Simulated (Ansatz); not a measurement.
**C₃H₄FSi radical: one species, many methods**

The task here is to estimate one member of a computed series from the others.

Computed with Ansatz 0.2.0, Gaussian basis. Level: functionals in def2-TZVPP, the program's frozen cores in correlated methods.

Levels to be run: LDA (SPW92), PBE-D4, revPBE-D4, BLYP-D4, r2SCAN-D4, B97M-V, PBE0-D4, B3LYP-D4, r2SCANh-D4, r2SCAN0-D4, HSE06-D4, BHLYP-D4, CAM-B3LYP-D4, LC-ωPBE, ωB97X-V, ωB97M-V, B2PLYP, PBE-QIDH; CCSD(T)/def2-SVP; CCSD(T)/def2-TZVPP; MP2/def2-QZVPP; extrapolation to the limit; RPA on PBE.

## The relaxed structure

The geometry comes from an earlier relaxation with PBE0-D4 in a triple-zeta def2 set; it is a stationary point, not always the lowest conformer.

9 atoms, charge 0, spin multiplicity 2.

Atoms are counted from 1 here; the program's logs count them from 0.

Bond lengths: C1–C2 1.213 Å, C2–Si3 1.829 Å, Si3–C4 1.847 Å, Si3–F5 1.597 Å, Si3–H6 1.480 Å, C4–H7 1.093 Å, C4–H8 1.093 Å, C4–H9 1.092 Å. Angles: C1–C2–Si3 177.4°, C2–Si3–C4 110.4°, C2–Si3–F5 107.6°, C2–Si3–H6 108.3°, C4–Si3–F5 109.7°, C4–Si3–H6 113.1°, F5–Si3–H6 107.5°, Si3–C4–H7 110.6°, Si3–C4–H8 110.1°, Si3–C4–H9 110.7°, H7–C4–H8 108.4°, H7–C4–H9 108.6°, H8–C4–H9 108.3°.

Set-up of the first run:

The input, in.yaml:

```yaml
crystal:
  periodic: [false, false, false]
  atoms:
    - {symbol: C, position_ang: [-2.801450, -0.356547, 1.020232]}
    - {symbol: C, position_ang: [-1.767924, 0.083217, 0.563407]}
    - {symbol: Si, position_ang: [-0.168058, 0.698949, -0.072855]}
    - {symbol: C, position_ang: [1.053072, -0.681646, -0.186076]}
    - {symbol: F, position_ang: [-0.427654, 1.309011, -1.525944]}
    - {symbol: H, position_ang: [0.283694, 1.805001, 0.800387]}
    - {symbol: H, position_ang: [2.005373, -0.321793, -0.582668]}
    - {symbol: H, position_ang: [1.230918, -1.107738, 0.804457]}
    - {symbol: H, position_ang: [0.680630, -1.474554, -0.838039]}
basis:
  gaussian: {orbitals: def2-TZVPP}
magnetization: {spin_polarized: true, initial_magnetization: 1}
hamiltonian: {xc: lda}
output: {orbitals: {seedname: orbitals}}
```

Launch:

```bash
ansatz run in.yaml --threads 4 --pin off --events-out ev --progress --plain --max-ram 10444MiB
```

Steps of the session up to this table: LDA; PBE-D4 (GGA); revPBE-D4 (GGA); BLYP-D4 (GGA); r2SCAN-D4 (meta-GGA); B97M-V (meta-GGA); PBE0-D4 (hybrid); B3LYP-D4 (hybrid); r2SCANh-D4 (hybrid); r2SCAN0-D4 (hybrid); HSE06-D4 (hybrid); BHLYP-D4 (hybrid); CAM-B3LYP-D4 (range-separated); LC-ωPBE (range-separated); ωB97X-V (range-separated); ωB97M-V (range-separated); B2PLYP (double hybrid); PBE-QIDH (double hybrid).

One of the session's tables, all rows but one given; the rest of the session is left out.

It belongs to the step «Frontier levels by functional». 

```
  functional  HOMO (eV)  LUMO (eV)  gap (eV)
 LDA (SPW92)      -7.33      -6.80      0.53
      PBE-D4      -7.21      -6.23      0.98
   revPBE-D4      -7.14      -6.04      1.10
     BLYP-D4      -7.07      -6.37      0.69
   r2SCAN-D4      -7.43      -5.44      2.00
      B97M-V      -7.44      -6.02      1.43
     PBE0-D4      -8.44      -4.86      3.58
    B3LYP-D4      -8.22      -5.49      2.73
  r2SCANh-D4      -7.90      -4.98      2.91
  r2SCAN0-D4      -8.59      -4.31      4.28
    HSE06-D4      -8.04      -5.26      2.77
    BHLYP-D4          ?          ?         ?
CAM-B3LYP-D4      -9.83      -3.97      5.86
     LC-ωPBE     -11.24      -2.12      9.13
     ωB97X-V     -10.84      -3.02      7.82
     ωB97M-V     -10.67      -3.05      7.63
```

Q: Estimate the row for BHLYP-D4 from the others.

Worked estimate for «HOMO (eV)». Against the share of exact exchange, BLYP-D4 (0, -7.07), B3LYP-D4 (0.2, -8.22) give a slope of -5.75 per unit share; at 0.5 the line stands at -9.94.

As computed: HOMO (eV): -9.54; LUMO (eV): -3.81; gap (eV): 5.74. In «HOMO (eV)» the line misses by -0.40.
